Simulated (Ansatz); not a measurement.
# GdO (zincblende): how the settings move a single-point run

How sensitive is a single-point run of GdO (zincblende) to its settings? A reference run comes first, then five runs with altered input.

Computed with Ansatz 0.2.0 (reference: DFT r2SCAN, scalar-relativistic, plane waves, PAW, unless a step's input says otherwise).

3 further runs of the same task are left out: 2 that didn't finish, 1 set aside as unsound or not needed.

## (1) Starting point

Symmetry: F-43m, No. 216, cubic system. Conventional cell: a = 5.360 Å, b = 5.360 Å, c = 5.360 Å, α = 90.00°, β = 90.00°, γ = 90.00°. Gd (site symmetry -43m) has 4 O at 2.32 Å as nearest neighbours. Around O (site symmetry -43m) lie 4 Gd at 2.32 Å.

Coordinates:

```
Gd O
1.0
     0.00000    2.67992    2.67992
     2.67992    0.00000    2.67992
     2.67992    2.67992    0.00000
Gd O
1 1
Direct
  0.00000 0.00000 0.00000
  0.25000 0.25000 0.25000
```

## (2) The reference run

Contents of input.yaml:

```yaml
crystal:
  lattice:
    - [0.0, 2.6799170671, 2.6799170671]
    - [2.6799170671, 0.0, 2.6799170671]
    - [2.6799170671, 2.6799170671, 0.0]
  atoms:
    - { symbol: Gd, position: [0.0, 0.0, 0.0], spin: 7.72 }
    - { symbol: O, position: [0.25, 0.25, 0.25] }
basis:
  ecutwfc: 500
  ecutrho_ratio: 4
kpoints:
  mp_grid: { grid: [12, 12, 12] }
hamiltonian:
  xc: r2scan
scf:
  occupations: { method: gaussian, width: 0.05 }
output:
  forces: true
  stress: true
  eigenvalues: true
  populations: true
magnetization:
  spin_polarized: true
```

Run with:

```sh
ansatz run input.yaml --threads 2 --pin off --max-ram 3072MiB --backend cpu --events-out ev --progress --plain --runs-dir out
```

## (3) Changing settings: hubbard.sites [{species: Gd, l: f, u_eff: 2.0}], hubbard.double_counting fll, dr2_threshold 1.0e-08

Contents of input.yaml:

```yaml
crystal:
  lattice:
    - [0.0, 2.6799170671, 2.6799170671]
    - [2.6799170671, 0.0, 2.6799170671]
    - [2.6799170671, 2.6799170671, 0.0]
  atoms:
    - { symbol: Gd, position: [0.0, 0.0, 0.0], spin: 7.0 }
    - { symbol: O, position: [0.25, 0.25, 0.25] }
basis:
  ecutwfc: 500
  ecutrho_ratio: 4
kpoints:
  mp_grid: { grid: [12, 12, 12] }
hamiltonian:
  xc: r2scan
  hubbard: { sites: [{ species: Gd, l: f, u_eff: 2.0 }], double_counting: fll }
scf:
  occupations: { method: gaussian, width: 0.05 }
  convergence: { dr2_threshold: 1.0e-08 }
output:
  forces: true
  stress: true
  write_density: true
  write_potential: true
  elf: true
  volumetric_format: npy
magnetization:
  spin_polarized: true
```

## (4) The same system, input altered

Edit input.yaml of step 2 so:

```diff
@@ -6,3 +6,3 @@
   atoms:
-    - { symbol: Gd, position: [0.0, 0.0, 0.0], spin: 7.72 }
+    - { symbol: Gd, position: [0.0, 0.0, 0.0], spin: 7.0 }
     - { symbol: O, position: [0.25, 0.25, 0.25] }
@@ -17,2 +17,3 @@
   occupations: { method: gaussian, width: 0.05 }
+  n_extra_bands: 2
 output:
@@ -20,4 +21,2 @@
   stress: true
-  eigenvalues: true
-  populations: true
 magnetization:
```

## (6) A run with other settings

Contents of input.yaml:

```yaml
crystal:
  lattice:
    - [0.0, 2.6799170671, 2.6799170671]
    - [2.6799170671, 0.0, 2.6799170671]
    - [2.6799170671, 2.6799170671, 0.0]
  atoms:
    - { symbol: Gd, position: [0.0, 0.0, 0.0], spin: 7.0 }
    - { symbol: O, position: [0.25, 0.25, 0.25] }
basis:
  ecutwfc: 500
  ecutrho_ratio: 4
kpoints:
  mp_grid: { grid: [15, 15, 15] }
hamiltonian:
  xc: r2scan
  pseudopotentials: { kind: nc }
  dispersion: d3bjatm
scf:
  occupations: { method: gaussian, width: 0.05 }
output:
  forces: true
  stress: true
magnetization:
  spin_polarized: true
```

## (8) Changing settings: hubbard.sites [{species: Gd, l: f, u_eff: 2.0}], hubbard.double_counting amf, occupations.width 0.2

Contents of input.yaml:

```yaml
crystal:
  lattice:
    - [0.0, 2.6799170671, 2.6799170671]
    - [2.6799170671, 0.0, 2.6799170671]
    - [2.6799170671, 2.6799170671, 0.0]
  atoms:
    - { symbol: Gd, position: [0.0, 0.0, 0.0], spin: 7.0 }
    - { symbol: O, position: [0.25, 0.25, 0.25] }
basis:
  ecutwfc: 500
  ecutrho_ratio: 4
kpoints:
  mp_grid: { grid: [12, 12, 12] }
hamiltonian:
  xc: r2scan
  hubbard: { sites: [{ species: Gd, l: f, u_eff: 2.0 }], double_counting: amf }
scf:
  occupations: { method: gaussian, width: 0.2 }
output:
  forces: true
  stress: true
magnetization:
  spin_polarized: true
```

## (9) Changed: mp_grid.grid [4, 4, 4]

Contents of input.yaml:

```yaml
crystal:
  lattice:
    - [0.0, 2.6799170671, 2.6799170671]
    - [2.6799170671, 0.0, 2.6799170671]
    - [2.6799170671, 2.6799170671, 0.0]
  atoms:
    - { symbol: Gd, position: [0.0, 0.0, 0.0], spin: 7.0 }
    - { symbol: O, position: [0.25, 0.25, 0.25] }
basis:
  ecutwfc: 500
  ecutrho_ratio: 4
kpoints:
  mp_grid: { grid: [4, 4, 4] }
hamiltonian:
  xc: r2scan
scf:
  occupations: { method: gaussian, width: 0.05 }
output:
  forces: true
  stress: true
magnetization:
  spin_polarized: true
```

(Steps that only read results are left out.)

Before running it: what results should come out? Wanted: for each run, ending; energy change; pressure; gap; abs. moment; force.

**Answer**, as computed:

| run | ending | energy change | pressure (GPa) | gap (eV) | abs. moment (μB) | force (eV/Å) | cycles | time |
| --- | --- | --- | --- | --- | --- | --- | --- | --- |
| reference | converged | 0 | 0.0 | 0.00 | 7.93 | 0.00 | 17 | 8.6 s |
| 1: hubbard.sites [{species: Gd, l: f, u_eff: 2.0}], hubbard.double_counting fll, dr2_threshold 1.0e-08 | converged | +23.4 meV/atom (U changed: no physical gain or loss) | 0.3 | 0.00 | 7.96 | 0.00 | 18 | 9.6 s |
| 2: n_extra_bands 2 | refused | - | - | - | - | - | - | 0.11 s |
| 3: mp_grid.grid [15, 15, 15], pseudopotentials.kind nc, dispersion d3bjatm | refused | - | - | - | - | - | - | 0.03 s |
| 4: hubbard.sites [{species: Gd, l: f, u_eff: 2.0}], hubbard.double_counting amf, occupations.width 0.2 | converged | -0.6 meV/atom (σ→0) (U changed: no physical gain or loss) | 0.0 | 0.00 | 7.92 | 0.00 | 20 | 9.8 s |
| 5: mp_grid.grid [4, 4, 4] | converged | -2.0 meV/atom | 0.0 | 0.00 | 7.97 | 0.00 | 17 | 1.9 s |

Times don't compare one to one where runs were asked for different outputs or read a saved state (see the inputs); cycles may leave out searches for a lower state.

Residual by cycle in the longest SCF loop of each run; runs are numbered as in the table. The quantity is the density residual dr2, in eV.

```csv
cycle,reference,run 1,run 4,run 5
1,2.14,1.9,8.64,2.25
3,0.163,0.157,0.222,0.16
4,0.0874,0.11,0.117,0.088
6,0.0178,0.0115,0.0309,0.0171
8,0.00158,0.00128,0.00288,9.9e-4
10,1.3e-4,2.5e-4,2.7e-4,1.3e-4
11,3.4e-5,1.1e-4,1.2e-4,3.1e-5
13,1.7e-6,7.5e-6,5.0e-6,3.1e-6
15,1.9e-7,2.6e-7,4.3e-7,2.2e-7
17,1.8e-9,5.9e-9,1.2e-7,1.4e-9
18,-,9.2e-10,9.5e-9,-
20,-,-,2.2e-9,-
```

«mp_grid.grid [4, 4, 4]» moves the energy by -2.0 meV/atom. A changed U is a change of model: its shifts are not errors of convergence. 2 of the 5 altered inputs did not end normally.
